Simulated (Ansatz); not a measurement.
**F₂H₂O₂SW: small, medium and large basis sets**

Aim: see how fast density functionals converge with the basis set for F₂H₂O₂SW.

Program: Ansatz 0.2.0, Gaussian basis. Level of theory: one geometry, several basis sets. These are calculated values, not measurements.

The runs, in order: PBE0-D4/def2-SVP; ωB97M-V/def2-SVP; PBE0-D4/def2-QZVPP; ωB97M-V/def2-QZVPP; the functionals' def2-TZVPP values are taken from earlier runs.

### 1 The geometry

An earlier PBE0-D4 in a triple-zeta def2 set relaxation fixed the geometry. W takes the def2 core potential; no spin-orbit term is included.

SMILES `[OH][W]([OH])([F])([F])=[S]`, 8 atoms, charge 0, spin multiplicity 1.

Atoms are counted from 1 here; the program's logs count them from 0.

Bond lengths: O1–W2 1.895 Å, O1–H7 0.962 Å, W2–O3 1.861 Å, W2–F4 1.877 Å, W2–F5 1.863 Å, W2–S6 2.108 Å, O3–H8 0.960 Å. Angles: W2–O1–H7 117.3°, O1–W2–O3 86.6°, O1–W2–F4 82.5°, O1–W2–F5 141.8°, O1–W2–S6 109.3°, O3–W2–F4 153.7°, O3–W2–F5 90.6°, O3–W2–S6 103.1°, F4–W2–F5 83.5°, F4–W2–S6 103.2°, F5–W2–S6 108.5°, W2–O3–H8 128.9°.

### 2 PBE0-D4 in def2-SVP

The input, in.yaml:

```yaml
crystal:
  periodic: [false, false, false]
  atoms:
    - {symbol: O, position_ang: [-0.196905, -1.308379, 0.776219]}
    - {symbol: W, position_ang: [-0.102849, 0.399086, -0.040368]}
    - {symbol: O, position_ang: [1.645664, -0.040916, -0.500664]}
    - {symbol: F, position_ang: [-1.966795, 0.191499, -0.120944]}
    - {symbol: F, position_ang: [-0.340635, 1.253443, -1.679179]}
    - {symbol: S, position_ang: [0.152321, 1.868942, 1.448880]}
    - {symbol: H, position_ang: [-1.064963, -1.618886, 1.051331]}
    - {symbol: H, position_ang: [1.966363, -0.801889, -0.990975]}
basis:
  gaussian: {orbitals: def2-SVP}
hamiltonian: {xc: pbe0, dispersion: d4}
output: {orbitals: {seedname: orbitals}}
```

On the command line:

```bash
> ansatz run in.yaml --threads 4 --pin off --events-out ev --progress --plain --max-ram 11315MiB
```

Further steps of the session: ωB97M-V in def2-SVP; PBE0-D4 in def2-QZVPP; ωB97M-V in def2-QZVPP.

Q: Predict the results of all the runs planned. Wanted: PBE0-D4: double and triple zeta above quadruple; ωB97M-V: double and triple zeta above quadruple.

The runs gave:

```
                                       quantity           value
PBE0-D4: double and triple zeta above quadruple  17.16, 0.87 eV
ωB97M-V: double and triple zeta above quadruple  17.36, 0.82 eV
```

In words: For PBE0-D4 the step from double to triple zeta gains 16.29 eV and the next only 0.87 eV. Total energies overstate the basis error of differences, where much of it tends to cancel.
